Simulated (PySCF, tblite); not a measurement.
# C4H8FPSi2: infrared bands and NMR shifts

Aim: predict the infrared bands and NMR shifts of C4H8FPSi2 (`Fc1[pH]c([SiH3])cc1[SiH3]`).

Programs: tblite 0.8.0 and PySCF 2.14.0, with density-fitted response routines of our own. Each step states its level of theory. These are calculated values for one molecule in the gas phase, unless marked as measured. Atoms are numbered from 0 throughout.

### 1 The starting structure

16 atoms, charge 0, multiplicity 1; geometry from: GFN2-xTB.

Bonds of the start (Å): F0–C1 1.34, C1–P2 1.82, P2–C3 1.82, C3–Si4 1.88, C3–C5 1.35, C5–C6 1.44, C6–Si7 1.88, C6–C1 1.35, P2–H8 1.40, Si4–H9 1.47, Si4–H10 1.46, Si4–H11 1.46, C5–H12 1.08, Si7–H13 1.46, Si7–H14 1.47, Si7–H15 1.46.

### 2 Vibrational analysis with GFN2-xTB

The job: settings as JSON, then the geometry in Å.

```
{"job": {"kind": "ir", "xc": "GFN2-xTB", "basis": "xTB"}, "charge": 0, "multiplicity": 1}
F      2.092231    -2.155882    -0.475346
C      1.049120    -1.319383    -0.340692
P     -0.632159    -1.821777    -0.814698
C     -1.203562    -0.189912    -0.249077
Si    -3.007111     0.339575    -0.294493
C     -0.147607     0.588845     0.074355
C      1.157933    -0.024709     0.024397
Si     2.767275     0.849009     0.468269
H     -0.915205    -2.496064     0.377557
H     -3.816646    -0.691120     0.360462
H     -3.115129     1.611202     0.421792
H     -3.431871     0.491192    -1.687756
H     -0.253405     1.617487     0.383784
H      2.616545     2.255776     0.088682
H      2.967421     0.731532     1.915709
H      3.864571     0.223173    -0.264355
```

**Question.** This job is followed by: GIAO PBE0/pcSseg-1 NMR shielding, non-relativistic, gas phase. What will the session give for the following? strongest single infrared mode (GFN2-xTB); zero-point energy (GFN2-xTB); 13C shifts against TMS (PBE0/pcSseg-1); 1H shifts against TMS (PBE0/pcSseg-1, means over atoms taken as alike); 19F shifts against CFCl3 (PBE0/pcSseg-1); 31P shifts against H3PO4 (PBE0/pcSseg-1); 29Si shifts against TMS (PBE0/pcSseg-1).

The runs gave:

| quantity | value |
| --- | --- |
| strongest single infrared mode (GFN2-xTB) | 773 cm⁻¹, 624 km/mol |
| zero-point energy (GFN2-xTB) | 58.0 kcal/mol |
| 13C shifts against TMS (PBE0/pcSseg-1) | 204.9, 161.0, 131.3, 128.5 ppm |
| 1H shifts against TMS (PBE0/pcSseg-1, means over atoms taken as alike) | 7.40, 5.13, 4.44, 4.39 ppm |
| 19F shifts against CFCl3 (PBE0/pcSseg-1) | -90.6 ppm |
| 31P shifts against H3PO4 (PBE0/pcSseg-1) | -74.8 ppm |
| 29Si shifts against TMS (PBE0/pcSseg-1) | -76.0, -88.9 ppm |

What this shows: All 42 modes are real, so the xTB geometry is a minimum. Unscaled tight-binding wavenumbers are off by several per cent, some by more. Its intensities can rank the bands wrongly. At PBE0/pcSseg-1: The largest span, 307 ppm, is at F0, where the paramagnetic term is -212 ppm.
